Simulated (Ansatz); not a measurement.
**GeH₄ (singlet): wave-function methods side by side at scale of all distances = 1.304, 6-31G**

The task here is to estimate one member of a computed series from the others.

Program: Ansatz 0.2.0, Gaussian basis. Level of theory: 6-31G, core rule «outside noble gas», up to 14 orbitals frozen. These are calculated values, not measurements.

The runs, in order: UHF; CCSD(T) on RHF; BCCD(T) on RHF; CISD; CCSDT(Q) on RHF; CCSDTQ on RHF; CASSCF and MRCISD+Q, 2 electrons in 2 orbitals; CASSCF and NEVPT2, 2 electrons in 2 orbitals; CASSCF and MRCISD+Q, 8 electrons in 8 orbitals; CASSCF and NEVPT2, 8 electrons in 8 orbitals; Full CI.

19 further runs of the same task are left out: 1 for a mislabelled method, 1 for a known fault of the program, 11 that didn't finish, 6 set aside as unsound or not needed.

## The system

The geometry derives from a PBE0/def2-TZVP stationary point (not a proven minimum). All distances are scaled together. No spin-orbit coupling is included. The filled d shell of Ge may be among the frozen orbitals whatever the setting's name suggests; the logs give the count.

5 atoms, charge 0, spin multiplicity 1.

Atoms are counted from 1 here; the program's logs count them from 0.

No contacts short enough for the rule that draws bonds.

Set-up of the first run:

in.yaml reads:

```yaml
crystal:
  periodic: [false, false, false]
  atoms:
    - {symbol: Ge, position_ang: [0.000000, 0.000000, 0.000000]}
    - {symbol: H, position_ang: [1.153158, 1.156907, 1.155405]}
    - {symbol: H, position_ang: [-1.157803, -1.152763, 1.154902]}
    - {symbol: H, position_ang: [-1.152508, 1.153405, -1.159548]}
    - {symbol: H, position_ang: [1.157153, -1.157549, -1.150759]}
basis:
  gaussian: {orbitals: 6-31G}
magnetization: {spin_polarized: true, initial_magnetization: 0}
hamiltonian: {xc: hf}
output: {orbitals: {seedname: orbitals}}
```

Run with:

```sh
$ ansatz run in.yaml --threads 1 --pin off --events-out ev --progress --plain --max-ram 2393MiB
```

Among the steps run: UHF; CCSD(T) on RHF; BCCD(T) on RHF; CISD; CCSDT(Q) on RHF; CCSDTQ on RHF; CASSCF and MRCISD+Q, 2 electrons in 2 orbitals; CASSCF and NEVPT2, 2 electrons in 2 orbitals; CASSCF and MRCISD+Q, 8 electrons in 8 orbitals; CASSCF and NEVPT2, 8 electrons in 8 orbitals; Full CI.

One of the session's tables, all rows but one given; the rest of the session is left out.

```
          method  from FCI (kcal/mol)
             RHF               +81.27
            RMP2               +29.01
            CISD                +9.05
           RCCSD                +3.06
        RCCSD(T)                    ?
         BCCD(T)                +1.04
          RCCSDT                +0.17
       RCCSDT(Q)                +0.05
         RCCSDTQ                 0.00
     CASSCF pair               +64.80
     NEVPT2 pair               +24.35
     MRCISD pair                +5.77
   MRCISD+Q pair                -0.78
  CASSCF valence               +12.45
  NEVPT2 valence                +2.99
  MRCISD valence                +0.37
MRCISD+Q valence                +0.20
             FCI                    0
```

Estimate the missing values for RCCSD(T).

As computed: from FCI (kcal/mol): +1.06. In the column «from FCI (kcal/mol)» it lies between BCCD(T) (+1.04) and NEVPT2 valence (+2.99).

Among the levels timed on like hardware and quicker than the yardstick, those that no quicker one beats, quickest first: BCCD(T) (0.51 s, +1.04 kcal/mol); MRCISD+Q pair (0.87 s, -0.78 kcal/mol); RCCSDT(Q) (1.2 s, +0.05 kcal/mol); RCCSDTQ (9 s, 0.00 kcal/mol). Runs this short are mostly start-up, so their order is noise.

Caveats from the session: The yardstick is full CI for this spin, exact in this basis with these frozen cores. MRCISD+Q pair falls below full CI: the +Q correction isn't variational, and the cores differ from full CI's. Of the multireference levels listed MRCISD+Q valence comes nearest in total energy (+0.20 kcal/mol), which doesn't show that its space is the better one.
